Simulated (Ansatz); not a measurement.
Wanted: the native input for an Ansatz 0.2.0 run.

* Task: single point
* Functional: PBE
* Potentials or basis: all-electron LAPW, scalar-relativistic
* Cutoff: 263 eV (chosen from the basis error)
* Basis error allowed: 0.001 eV/atom
* k mesh: 11 × 11 × 6
* Occupations: fermi-dirac, width 0.05 eV
* Spin: no spin polarisation

The system is AgRh.

```xyz
2
Lattice="2.7776 0.0000 0.0000 -1.3888 2.4055 0.0000 0.0000 0.0000 4.8086" Properties=species:S:1:pos:R:3 pbc="T T T"
Ag    0.0000    0.0000    2.4043
Rh    1.3888    0.8018    0.0000
```

The cell comes from a database or a generator and needn't be the stable form of this composition.

One way to write it, as run:

input.yaml

```yaml
crystal:
  lattice:
    - [2.7775881998, 0.0, 0.0]
    - [-1.3887940999, 2.4054619423, 0.0]
    - [0.0, 0.0, 4.808602]
  atoms:
    - { symbol: Ag, position: [0.0, 0.0, 0.5] }
    - { symbol: Rh, position: [0.6666666667, 0.3333333333, 0.0] }
kpoints:
  mp_grid: { grid: [11, 11, 6] }
scf:
  occupations: { method: fermi_dirac, width: 0.05 }
hamiltonian:
  xc: pbe
  pseudopotentials: { kind: all_electron, lapw: { basis_error: 0.001 } }
output:
  forces: true
  stress: true
  eigenvalues: true
  populations: true
```

Potentials or basis: all-electron LAPW, scalar-relativistic.

Command:

```bash
$ ansatz run input.yaml --threads 1 --pin off --max-ram 3072MiB --backend cpu --events-out ev --progress --plain --runs-dir out
```

It gave:

- Pressure: -2.3 GPa
- Band gap on the k mesh: none (metal or under the smearing width)

Run time: 62 s on 1 thread of Arm Neoverse N1, on a shared host, peak memory 0.37 GiB.
